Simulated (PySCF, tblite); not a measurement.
# C5H11NOSi2: geometry, infrared bands and NMR shifts

Wanted: the infrared bands and NMR shifts of C5H11NOSi2 (`C#C[SiH2]O[Si@@]1(C)CCN1`), by calculation.

Programs: tblite 0.8.0 and PySCF 2.14.0, with density-fitted response routines of our own. Each step states its level of theory. These are calculated values for one molecule in the gas phase, unless marked as measured. Atoms are numbered from 0 throughout.

**1. Starting geometry**

20 atoms, charge 0, multiplicity 1; geometry from: force field or distance geometry start.

Bonds of the start (Å): C0–C1 1.22, C1–Si2 1.81, Si2–O3 1.74, O3–Si4 1.69, Si4–C5 1.84, Si4–C6 1.83, C6–C7 1.51, C7–N8 1.45, N8–Si4 1.78, C0–H9 1.07, Si2–H10 1.46, Si2–H11 1.49, C5–H12 1.11, C5–H13 1.11, C5–H14 1.09, C6–H15 1.11, C6–H16 1.12, C7–H17 1.11, C7–H18 1.11, N8–H19 1.03.

**2. Relaxing the molecule with GFN2-xTB**

What the job is given:

```
{"job": {"kind": "relax", "xc": "GFN2-xTB", "basis": "xTB"}, "charge": 0, "multiplicity": 1}
C      3.777600     2.016400     1.490600
C      3.064500     1.098800     1.128900
Si     2.050700    -0.304000     0.591400
O      0.453500    -0.086000     1.237900
Si    -0.624200    -0.472700    -0.008800
C     -0.120900    -1.961400    -0.963200
C     -2.415500    -0.176800     0.245700
C     -2.195900     1.276200    -0.118500
N     -1.020000     0.997400    -0.926400
H      4.381300     2.841100     1.811000
H      2.598700    -1.601400     0.957400
H      1.915800    -0.240800    -0.892900
H      0.984700    -2.052900    -0.901500
H     -0.496100    -2.924200    -0.552800
H     -0.377000    -1.933600    -2.023100
H     -2.772000    -0.264000     1.294200
H     -3.055400    -0.677700    -0.518700
H     -1.908000     1.897100     0.758300
H     -3.059700     1.701500    -0.678700
H     -1.187200     0.877400    -1.933900
```

The run is started by

```
OMP_NUM_THREADS=1 python probes_run.py task.json out
```

One launch serves the whole session: the jobs run in the order shown.

**Question.** This job is followed by: GFN2-xTB harmonic vibrations, gas phase; GIAO PBE0/pcSseg-1 NMR shielding, non-relativistic, gas phase. Predict these results of the whole session: strongest single infrared mode (GFN2-xTB); zero-point energy (GFN2-xTB); 13C shifts against TMS (PBE0/pcSseg-1); 1H shifts against TMS (PBE0/pcSseg-1, means over atoms taken as alike); 29Si shifts against TMS (PBE0/pcSseg-1); 17O shifts against H2O (PBE0/pcSseg-1); 15N shifts against NH3 (PBE0/pcSseg-1).

**Answer**, as computed:

| quantity | value |
| --- | --- |
| strongest single infrared mode (GFN2-xTB) | 1052 cm⁻¹, 555 km/mol |
| zero-point energy (GFN2-xTB) | 92.2 kcal/mol |
| 13C shifts against TMS (PBE0/pcSseg-1) | 102.3, 90.0, 42.4, 22.0, 2.8 ppm |
| 1H shifts against TMS (PBE0/pcSseg-1, means over atoms taken as alike) | 5.20, 5.20, 3.62, 3.60, 2.09, 1.60, 1.52, 1.10, 0.17 ppm |
| 29Si shifts against TMS (PBE0/pcSseg-1) | -8.8, -57.2 ppm |
| 17O shifts against H2O (PBE0/pcSseg-1) | 85.6 ppm |
| 15N shifts against NH3 (PBE0/pcSseg-1) | 67.3 ppm |

What this shows: Relaxing lowered the energy by 1.689 eV in 282 steps; the close pair that moved most is Si2–O3, from 1.737 to 1.626 Å. All 54 modes are real, so the xTB geometry is a minimum. The strongest single mode, at 1052 cm⁻¹, has its largest shares on O3, Si4, C6 and C7 (the list is cut at 4 atoms). Unscaled tight-binding wavenumbers are off by several per cent, some by more. Its intensities can rank the bands wrongly. At PBE0/pcSseg-1: The widest tensor belongs to C1: span 293 ppm, with a paramagnetic part of -165 ppm.
